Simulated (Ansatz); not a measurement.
# GaNHS+ (triplet): from Hartree-Fock to the top rungs, cc-pVDZ

One table from this session's results is given with a row withheld; the runs are named, their logs left out.

The runs use Ansatz 0.2.0, Gaussian basis; cc-pVDZ, core rule «outside noble gas», up to 20 orbitals frozen.

Plan: UHF; CCSD(T) on ROHF; CCSD(T) on UHF; BCCD(T) on ROHF; CISD as a restricted active space (open shells left free, so some higher excitations enter); CCSDT(Q) on UHF.

26 further runs of the same task are left out: 7 for a known fault of the program, 10 that didn't finish, 9 set aside as unsound or not needed. Runs told in other sessions of the task aren't counted.

### What is computed

The geometry is a PBE0/def2-TZVP stationary point (not a proven minimum) of the parent state, kept for this charge and spin. No spin-orbit coupling is included. The filled d shell of Ga may be among the frozen orbitals whatever the setting's name suggests.

4 atoms, charge 1, spin multiplicity 3.

Atoms are counted from 1 here; the program's logs count them from 0.

Bond lengths: N1–Ga2 1.958 Å, N1–H4 1.030 Å, Ga2–S3 2.153 Å. Angles: Ga2–N1–H4 113.3°, N1–Ga2–S3 92.6°.

Set-up of the first run:

in.yaml

```yaml
crystal:
  periodic: [false, false, false]
  atoms:
    - {symbol: N, position_ang: [0.000000, -1.403476, 1.173608]}
    - {symbol: Ga, position_ang: [0.000000, 0.426448, 0.478262]}
    - {symbol: S, position_ang: [0.000000, -0.247562, -1.566231]}
    - {symbol: H, position_ang: [0.000000, -2.120276, 0.433493]}
basis:
  gaussian: {orbitals: cc-pVDZ}
total_charge: 1
magnetization: {spin_polarized: true, initial_magnetization: 2}
hamiltonian: {xc: hf}
output: {orbitals: {seedname: orbitals}}
```

The run is started by

```
$ ansatz run in.yaml --threads 1 --pin off --events-out ev --progress --plain --max-ram 2393MiB
```

Steps of the session up to this table: UHF; CCSD(T) on ROHF; CCSD(T) on UHF; BCCD(T) on ROHF; CISD as a restricted active space (open shells left free, so some higher excitations enter); CCSDT(Q) on UHF.

One table of the session follows, with a row left open; its other results are not shown here.

| method | from UCCSDT(Q) (kcal/mol) |
| --- | --- |
| RMP2 | +35.75 |
| UMP2 | +47.73 |
| RCCSD | +17.92 |
| UCCSD | +18.89 |
| RCCSD(T) | +5.57 |
| UCCSD(T) | ? |
| BCCD(T) | +7.64 |
| UCCSDT | +3.90 |
| UCCSDT(Q) | 0 |

Q: Estimate the row for UCCSD(T) from the others.

The run gave: from UCCSDT(Q) (kcal/mol): +6.92. In the column «from UCCSDT(Q) (kcal/mol)» it lies between RCCSD(T) (+5.57) and BCCD(T) (+7.64).

Not comparable, so not listed: CISD as a restricted active space (open shells left free, so some higher excitations enter) (they don't share determinant, frozen orbitals or solution with the rows shown, or repeat one).

Left out of the table: ROHF, UHF (another determinant or state than the rows shown).

Caveats from the session: The determinant of HF (⟨S²⟩ 2.97) is far from a pure spin state, so its energy mixes those of several spin states; that is harmless only where they are near-degenerate. The report flags that the cluster equations may have other roots. The program flags RCCSD(T), BCCD(T) as in doubt, so those rows may rest on another solution. Warnings: spin contamination; coupled cluster took another determinant than the lowest; large T1 diagnostic. Restricted and unrestricted rows rest on different reference determinants; a gap between their highest levels can come from leftover correlation error, from unlike frozen cores or from another state.
